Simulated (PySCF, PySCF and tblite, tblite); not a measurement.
**C3H9NOSi2: a path driven as rotation about a bond, and NMR exchange, part 1 of 2**

Aim: the barrier and rate of rotation about a bond in C3H9NOSi2 (`O[C@@H]1C=C1N([SiH3])[SiH3]`), and what it does to NMR lines.

Programs: PySCF 2.14.0 with density-fitted response routines of our own, and tblite 0.8.0. All values are computed, except where a source is named. Atoms count from 0 throughout.

### 1 The molecule as given

16 atoms, charge 0, multiplicity 1; geometry from: force field or distance geometry start.

Bonds of the start (Å): C1–C2 1.43, C1–C3 1.44, C1–H8 1.10, C2–C3 1.30, C2–H9 1.06, C3–N4 1.34, N4–Si5 1.71, N4–Si6 1.70, O0–C1 1.44, O0–H7 0.98, Si5–H10 1.48, Si5–H11 1.49, Si5–H12 1.47, Si6–H13 1.48, Si6–H14 1.48, Si6–H15 1.50.

### 2 GFN2-xTB relaxation, start minimum

The job: settings as JSON, then the geometry in Å.

```
{"job": {"xc": "GFN2-xTB", "basis": "xTB", "kind": "relax"}, "charge": 0, "multiplicity": 1}
O      2.790100     0.837200    -0.416000
C      2.032800    -0.386000    -0.361000
C      1.319900    -0.913300    -1.483400
C      0.602500    -0.429500    -0.519200
N     -0.517300    -0.099900     0.141300
Si    -2.104500    -0.266400    -0.478100
Si    -0.621400     0.637700     1.666000
H      2.239900     1.557100    -0.784000
H      2.452700    -1.157800     0.302700
H      1.365200    -1.354900    -2.443100
H     -2.759300     1.060400    -0.568700
H     -2.885800    -1.191500     0.385100
H     -2.032600    -0.842200    -1.829600
H     -0.940600     2.071800     1.497700
H      0.688700     0.524000     2.346400
H     -1.637900    -0.037900     2.532600
```

Run with:

```bash
$ OMP_NUM_THREADS=1 python ens_run.py task.json out
```

This one command runs the whole study; its stages follow in the order run.

Output:

```text
step      E/eV     max force
  0    -582.49972    3.120
  1    -582.65468    3.513
  2    -582.79737    1.341
  3    -582.85634    0.770
  4    -582.90615    0.521
  5    -582.93549    0.486
  6    -582.95257    0.387
  7    -582.96161    0.231
  8    -582.96731    0.206
  9    -582.97530    0.255
 10    -582.98593    0.265
 11    -582.99600    0.227
 12    -583.00221    0.189
 13    -583.00671    0.181
 14    -583.01129    0.178
 15    -583.01642    0.236
 16    -583.02173    0.262
 17    -583.02619    0.228
 18    -583.02973    0.163
 19    -583.03307    0.177
 20    -583.03627    0.129
 21    -583.03860    0.113
 22    -583.04032    0.093
 23    -583.04198    0.109
 24    -583.04353    0.095
 25    -583.04451    0.064
 26    -583.04495    0.041
 27    -583.04522    0.048
 28    -583.04552    0.047
 29    -583.04580    0.050
 30    -583.04600    0.044
 31    -583.04612    0.029
 32    -583.04621    0.032
 33    -583.04629    0.023
 34    -583.04635    0.020
 35    -583.04640    0.020
 36    -583.04646    0.028
 37    -583.04654    0.029
 38    -583.04661    0.024
 39    -583.04668    0.020
 40    -583.04674    0.020
 41    -583.04679    0.020
 42    -583.04685    0.017
 43    -583.04691    0.021
 44    -583.04697    0.020
 45    -583.04704    0.023
 46    -583.04709    0.020
 47    -583.04714    0.022
 48    -583.04719    0.022
 49    -583.04725    0.020
 50    -583.04730    0.022
 51    -583.04734    0.018
 52    -583.04738    0.017
 53    -583.04741    0.013
 54    -583.04743    0.013
 55    -583.04744    0.009
 56    -583.04745    0.005
 57    -583.04746    0.005
 58    -583.04746    0.007
 59    -583.04747    0.009
 60    -583.04748    0.009
 61    -583.04748    0.006
 62    -583.04749    0.004
 63    -583.04749    0.003
 64    -583.04749    0.004
 65    -583.04749    0.007
 66    -583.04750    0.011
 67    -583.04750    0.011
 68    -583.04751    0.005
 69    -583.04751    0.004
 70    -583.04752    0.006
 71    -583.04752    0.009
 72    -583.04753    0.009
 73    -583.04753    0.006
 74    -583.04753    0.005
 75    -583.04754    0.003
 76    -583.04754    0.004
 77    -583.04754    0.004
 78    -583.04754    0.004
 79    -583.04754    0.005
 80    -583.04755    0.006
 81    -583.04755    0.005
 82    -583.04755    0.004
 83    -583.04755    0.003
 84    -583.04756    0.004
 85    -583.04756    0.007
 86    -583.04757    0.010
 87    -583.04757    0.011
 88    -583.04758    0.010
 89    -583.04759    0.006
 90    -583.04760    0.008
 91    -583.04761    0.012
 92    -583.04763    0.014
 93    -583.04766    0.012
 94    -583.04768    0.014
 95    -583.04772    0.021
 96    -583.04778    0.034
 97    -583.04788    0.052
 98    -583.04803    0.061
 99    -583.04821    0.046
100    -583.04832    0.030
101    -583.04777    0.102
102    -583.04849    0.026
103    -583.04856    0.026
104    -583.04561    0.228
105    -583.04880    0.020
106    -583.04895    0.021
107    -583.04556    0.253
108    -583.04919    0.022
109    -583.04937    0.024
110    -583.04555    0.270
111    -583.04959    0.025
112    -583.04976    0.025
113    -583.04530    0.289
114    -583.04999    0.023
115    -583.05015    0.022
116    -583.04777    0.232
117    -583.05043    0.026
118    -583.05061    0.033
119    -583.05041    0.133
120    -583.05096    0.043
121    -583.05109    0.049
122    -583.05138    0.087
123    -583.05165    0.055
124    -583.05209    0.029
125    -583.05258    0.043
126    -583.05248    0.114
127    -583.05317    0.046
128    -583.05346    0.044
129    -583.05053    0.247
130    -583.05411    0.031
131    -583.05444    0.030
132    -583.05443    0.132
133    -583.05506    0.039
134    -583.05522    0.045
135    -583.05555    0.068
136    -583.05576    0.064
137    -583.05609    0.030
138    -583.05625    0.024
139    -583.05644    0.031
140    -583.05656    0.029
141    -583.05671    0.032
142    -583.05687    0.029
143    -583.05703    0.042
144    -583.05722    0.044
145    -583.05736    0.039
146    -583.05753    0.025
147    -583.05766    0.029
148    -583.05787    0.033
149    -583.05804    0.030
150    -583.05814    0.043
151    -583.05840    0.033
152    -583.05858    0.029
153    -583.05900    0.044
154    -583.05916    0.028
155    -583.05936    0.027
156    -583.05967    0.034
157    -583.05981    0.034
158    -583.06004    0.036
159    -583.06037    0.031
160    -583.06061    0.031
161    -583.06078    0.033
162    -583.06088    0.032
163    -583.06096    0.026
164    -583.06104    0.032
165    -583.06113    0.029
166    -583.06121    0.020
167    -583.06127    0.012
168    -583.06135    0.019
169    -583.06146    0.028
170    -583.06157    0.029
171    -583.06165    0.023
172    -583.06172    0.032
173    -583.06182    0.023
174    -583.06194    0.022
175    -583.06204    0.018
176    -583.06210    0.017
177    -583.06215    0.017
178    -583.06218    0.017
179    -583.06222    0.015
180    -583.06226    0.013
181    -583.06231    0.014
182    -583.06233    0.014
183    -583.06236    0.012
184    -583.06238    0.012
185    -583.06241    0.010
186    -583.06244    0.015
187    -583.06247    0.017
188    -583.06249    0.012
189    -583.06251    0.016
190    -583.06253    0.009
191    -583.06254    0.008
192    -583.06255    0.010
193    -583.06257    0.012
194    -583.06259    0.012
195    -583.06262    0.012
196    -583.06264    0.008
197    -583.06265    0.007
198    -583.06266    0.009
199    -583.06268    0.010
200    -583.06269    0.014
201    -583.06271    0.011
202    -583.06272    0.008
203    -583.06274    0.008
204    -583.06275    0.010
205    -583.06277    0.011
206    -583.06278    0.009
207    -583.06279    0.010
208    -583.06281    0.009
209    -583.06283    0.009
210    -583.06285    0.009
211    -583.06287    0.010
212    -583.06290    0.013
213    -583.06294    0.016
214    -583.06298    0.015
215    -583.06301    0.013
216    -583.06304    0.015
217    -583.06307    0.013
218    -583.06310    0.013
219    -583.06312    0.012
220    -583.06316    0.011
221    -583.06320    0.013
222    -583.06324    0.012
223    -583.06327    0.012
224    -583.06329    0.013
225    -583.06331    0.013
226    -583.06335    0.015
227    -583.06340    0.015
228    -583.06345    0.015
229    -583.06351    0.015
230    -583.06358    0.022
231    -583.06368    0.032
232    -583.06379    0.034
233    -583.06393    0.022
234    -583.06404    0.019
235    -583.06410    0.020
236    -583.06418    0.027
237    -583.06430    0.031
238    -583.06445    0.033
239    -583.06459    0.031
240    -583.06461    0.035
241    -583.06468    0.033
242    -583.06472    0.022
243    -583.06476    0.014
244    -583.06481    0.015
245    -583.06491    0.016
246    -583.06494    0.015
247    -583.06497    0.013
248    -583.06499    0.012
249    -583.06502    0.011
250    -583.06504    0.011
251    -583.06505    0.014
252    -583.06507    0.014
253    -583.06509    0.014
254    -583.06514    0.018
255    -583.06519    0.016
256    -583.06523    0.015
257    -583.06527    0.017
258    -583.06531    0.018
259    -583.06536    0.021
260    -583.06537    0.029
261    -583.06546    0.019
262    -583.06551    0.017
263    -583.06560    0.024
264    -583.06564    0.027
265    -583.06570    0.016
266    -583.06582    0.025
267    -583.06590    0.032
268    -583.06601    0.028
269    -583.06611    0.022
270    -583.06616    0.025
271    -583.06623    0.029
272    -583.06631    0.024
273    -583.06638    0.016
274    -583.06641    0.017
275    -583.06647    0.014
276    -583.06652    0.014
277    -583.06656    0.017
278    -583.06661    0.015
279    -583.06666    0.014
280    -583.06670    0.017
281    -583.06673    0.016
282    -583.06676    0.015
283    -583.06681    0.015
284    -583.06688    0.017
285    -583.06694    0.023
286    -583.06702    0.022
287    -583.06710    0.022
288    -583.06718    0.025
289    -583.06725    0.024
290    -583.06731    0.029
291    -583.06738    0.022
292    -583.06743    0.012
293    -583.06747    0.012
294    -583.06750    0.017
295    -583.06753    0.018
296    -583.06763    0.022
297    -583.06769    0.024
298    -583.06776    0.014
299    -583.06781    0.017
300    -583.06787    0.018
301    -583.06793    0.022
302    -583.06798    0.019
303    -583.06801    0.020
304    -583.06804    0.019
305    -583.06807    0.013
306    -583.06809    0.006
307    -583.06810    0.004
308    -583.06810    0.005
309    -583.06811    0.005
310    -583.06811    0.005
311    -583.06811    0.005
312    -583.06812    0.003
313    -583.06812    0.003
314    -583.06812    0.003
315    -583.06812    0.003
316    -583.06812    0.003
317    -583.06813    0.003
```

Run time: 2.1 s. Hardware: 1 thread of Arm Neoverse V1, shared host.

Gain 0.568 eV; displacement 0.87 Å root mean square.

### 3 Relaxed scan, rotation

The job: settings as JSON, then the geometry in Å.

```
{"job": {"xc": "GFN2-xTB", "basis": "xTB", "coordinate": [["t", [2, 3, 4, 5], 0.25], ["t", [2, 3, 4, 6], 0.25], ["t", [1, 3, 4, 5], 0.25], ["t", [1, 3, 4, 6], 0.25]], "kind": "drive"}, "charge": 0, "multiplicity": 1}
O      2.744393     0.794704    -0.242357
C      1.955702    -0.376138    -0.306261
C      1.126101    -0.709381    -1.499657
C      0.478270    -0.312379    -0.426967
N     -0.668504     0.021843     0.210111
Si    -2.145673    -0.169146    -0.716879
Si    -0.503047     0.442738     1.909207
H      2.373128     1.451293    -0.841766
H      2.460717    -1.130205     0.289621
H      1.125016    -1.029076    -2.512347
H     -1.970779     0.577582    -1.962974
H     -3.202394     0.386981     0.119137
H     -2.351734    -1.593007    -0.988654
H     -1.726445     1.171821     2.231325
H      0.689746     1.272425     2.034249
H     -0.392096    -0.791111     2.692802
```

Output:

```text
point  coordinate     E/eV
  0    102.700     -583.04980
  1    117.500     -583.00380
  2    132.500     -582.94211
  3    147.600     -582.87952
  4    162.700     -582.82791
  5    178.000     -582.80426
  6    193.300     -582.81808
  7    208.600     -582.86487
  8    223.600     -582.92951
  9    238.600     -582.99358
 10    253.400     -583.03995
 11    268.100     -583.06045
```

It took 4.5 s on 1 thread of Arm Neoverse V1, shared host.

The highest point is number 5, 5.7 kcal/mol above the first.

### 4 Nudged elastic band, leg 1

The job, as its differences from that of step 3:

```diff
@@ -1,2 +1,2 @@
-{"job": {"xc": "GFN2-xTB", "basis": "xTB", "coordinate": [["t", [2, 3, 4, 5], 0.25], ["t", [2, 3, 4, 6], 0.25], ["t", [1, 3, 4, 5], 0.25], ["t", [1, 3, 4, 6], 0.25]], "kind": "drive"}, "charge": 0, "multiplicity": 1}
+{"job": {"xc": "GFN2-xTB", "basis": "xTB", "kind": "neb"}, "charge": 0, "multiplicity": 1}
 O      2.744393     0.794704    -0.242357
```

Output:

```text
image   E - E0 / eV
  0       0.0000
  1       0.0838
  2       0.2205
  3       0.2616
  4       0.1432
  5       0.0231
  6      -0.0000
```

Run time: 1.6 s. Hardware: 1 thread of Arm Neoverse V1, shared host.

The highest point is number 3, 6.0 kcal/mol above the first.

### 5 Saddle search, leg 1

The job: settings as JSON, then the geometry in Å.

```
{"job": {"xc": "GFN2-xTB", "basis": "xTB", "kind": "saddle"}, "charge": 0, "multiplicity": 1}
O      2.559767    -0.901528     0.306058
C      1.620710    -0.830252    -0.744790
C      1.368955     0.454557    -1.468458
C      0.429640     0.058457    -0.647689
N     -0.743396     0.278380     0.032170
Si    -2.075252    -0.762640    -0.408353
Si    -0.527028     1.167561     1.519064
H      2.644854    -0.026427     0.700435
H      1.598590    -1.797409    -1.232949
H      1.770945     1.180931    -2.133441
H     -2.300154    -0.549113    -1.839737
H     -3.186652    -0.304595     0.416913
H     -1.761738    -2.169639    -0.145320
H     -1.862254     1.610811     1.895843
H      0.386097     2.265527     1.191938
H      0.076915     0.325378     2.558315
```

Output:

```text
step      E/eV     max force
  0    -582.80649   0.0331
  1    -582.80786   0.0477
  2    -582.80607   0.1171
  3    -582.80802   0.0287
  4    -582.80721   0.0270
  5    -582.80617   0.0508
  6    -582.80633   0.0032
lowest wavenumbers (cm-1): -57.0 73.6 90.5 96.9 124.3 187.8
```

It took 4.7 s on 1 thread of Arm Neoverse V1, shared host.

Point group C1; 1 imaginary mode, 57i cm⁻¹, carried by O0, C2, Si5, Si6. Steps downhill from it reached both ends.

### 6 Saddle search, other pyramid

The job: settings as JSON, then the geometry in Å.

```
{"job": {"xc": "GFN2-xTB", "basis": "xTB", "kind": "saddle"}, "charge": 0, "multiplicity": 1}
O      2.657739    -0.774170     0.278153
C      1.652795    -0.814543    -0.710143
C      1.311103     0.388810    -1.533479
C      0.437210     0.041541    -0.623919
N     -0.729898     0.267619     0.066947
Si    -0.621431     1.482077     1.316656
Si    -2.167928    -0.320350    -0.728349
H      2.708321     0.118480     0.637143
H      1.637638    -1.819526    -1.116467
H      1.630922     1.052847    -2.300303
H      0.560287     1.139551     2.108528
H     -1.867385     1.356664     2.063634
H     -0.475752     2.823902     0.743200
H     -3.207383    -0.271643     0.290963
H     -1.852382    -1.684821    -1.160858
H     -2.515763     0.498535    -1.894396
```

Output:

```text
step      E/eV     max force
  0    -582.77676   0.1707
  1    -582.78453   0.0706
  2    -582.78653   0.1080
  3    -582.78750   0.1292
  4    -582.78883   0.1543
  5    -582.79068   0.1037
  6    -582.79387   0.0580
  7    -582.79594   0.0739
  8    -582.79848   0.0875
  9    -582.79861   0.1754
 10    -582.79977   0.0387
 11    -582.80075   0.0221
 12    -582.80221   0.0638
 13    -582.80140   0.0145
 14    -582.80224   0.0233
 15    -582.80324   0.0189
 16    -582.80433   0.0223
 17    -582.80514   0.0400
 18    -582.80577   0.0338
 19    -582.80483   0.1282
 20    -582.80609   0.0168
 21    -582.80629   0.0125
 22    -582.80632   0.0083
 23    -582.80633   0.0010
lowest wavenumbers (cm-1): -57.5 71.5 90.2 96.2 123.9 187.6
```

It took 6.6 s on 1 thread of Arm Neoverse V1, shared host; peak memory 0.2 GiB.

Point group C1; 1 imaginary mode, 58i cm⁻¹, carried by O0, C2, Si6, Si5. Steps downhill from it reached both ends.

### 7 Shieldings, start: PBE0/pcSseg-1

The job: settings as JSON, then the geometry in Å.

```
{"job": {"kind": "nmr", "xc": "PBE0", "basis": "pcSseg-1", "pop": false}, "charge": 0, "multiplicity": 1}
O      2.744393     0.794704    -0.242357
C      1.955702    -0.376138    -0.306261
C      1.126101    -0.709381    -1.499657
C      0.478270    -0.312379    -0.426967
N     -0.668504     0.021843     0.210111
Si    -2.145673    -0.169146    -0.716879
Si    -0.503047     0.442738     1.909207
H      2.373128     1.451293    -0.841766
H      2.460717    -1.130205     0.289621
H      1.125016    -1.029076    -2.512347
H     -1.970779     0.577582    -1.962974
H     -3.202394     0.386981     0.119137
H     -2.351734    -1.593007    -0.988654
H     -1.726445     1.171821     2.231325
H      0.689746     1.272425     2.034249
H     -0.392096    -0.791111     2.692802
```

Output:

```text
coarse grid: 14240 points
cycle   1  E = -827.9111846794  dE =  9.808e-01  |g| = 6.699e-01  |ddm| = 3.708e+00
cycle   2  E = -827.8432320975  dE =  6.795e-02  |g| = 9.190e-01  |ddm| = 1.299e+00
cycle   3  E = -827.9956212834  dE = -1.524e-01  |g| = 9.569e-02  |ddm| = 8.327e-01
cycle   4  E = -827.9972390291  dE = -1.618e-03  |g| = 3.640e-02  |ddm| = 1.273e-01
cycle   5  E = -827.9975641450  dE = -3.251e-04  |g| = 7.663e-03  |ddm| = 4.956e-02
cycle   6  E = -827.9975758162  dE = -1.167e-05  |g| = 3.247e-03  |ddm| = 1.072e-02
cycle   7  E = -827.9975781800  dE = -2.364e-06  |g| = 7.136e-04  |ddm| = 3.295e-03
final grid: 128024 points
cycle   8  E = -828.0460506756  dE = -1.986e-05  |g| = 9.324e-03  |ddm| = 3.599e-02
cycle   9  E = -828.0460270153  dE =  2.366e-05  |g| = 1.443e-02  |ddm| = 2.018e-02
cycle  10  E = -828.0460676394  dE = -4.062e-05  |g| = 1.260e-03  |ddm| = 1.229e-02
cycle  11  E = -828.0460679872  dE = -3.478e-07  |g| = 3.672e-04  |ddm| = 1.411e-03
cycle  12  E = -828.0460680147  dE = -2.745e-08  |g| = 1.415e-04  |ddm| = 4.775e-04
cycle  13  E = -828.0460680189  dE = -4.232e-09  |g| = 2.330e-05  |ddm| = 1.424e-04
cycle  14  E = -828.0460680190  dE = -9.823e-11  |g| = 6.276e-06  |ddm| = 2.629e-05
converged SCF energy = -828.0460680190

GIAO shielding tensors (ppm)
atom      isotropic    diamagn.    paramagn.     s11        s22        s33       span
  0 O      235.260     389.526    -154.267    135.456    259.469    310.854    175.398
  1 C      132.114     246.317    -114.203     86.953     97.743    211.645    124.692
  2 C       96.679     258.105    -161.427     14.322     93.443    182.270    167.947
  3 C       39.586     250.295    -210.709    -80.904     47.637    152.025    232.929
  4 N      218.818     331.447    -112.629    145.618    248.797    262.038    116.420
  5 Si     399.119     880.840    -481.721    362.891    370.708    463.757    100.866
  6 Si     395.044     881.007    -485.963    357.104    373.308    454.721     97.617
  7 H       32.252      32.772      -0.520     26.462     29.021     41.271     14.809
  8 H       27.500      30.050      -2.550     22.361     26.515     33.625     11.264
  9 H       25.722      33.608      -7.886     23.152     24.951     29.062      5.910
 10 H       26.875      29.922      -3.047     23.440     25.290     31.895      8.455
 11 H       26.989      30.092      -3.103     23.257     26.173     31.537      8.280
 12 H       26.976      29.502      -2.526     23.497     24.959     32.473      8.976
 13 H       26.940      30.345      -3.405     23.192     26.246     31.381      8.189
 14 H       26.559      30.023      -3.465     22.726     26.282     30.669      7.943
 15 H       26.797      29.660      -2.863     23.493     24.422     32.475      8.982
```

It took 22 s on 1 thread of Arm Neoverse V1, shared host; peak memory 0.84 GiB.

This run: HOMO -6.60 eV, LUMO -0.10 eV; dipole 2.49 D.

(Continued in part 2 of 2.)
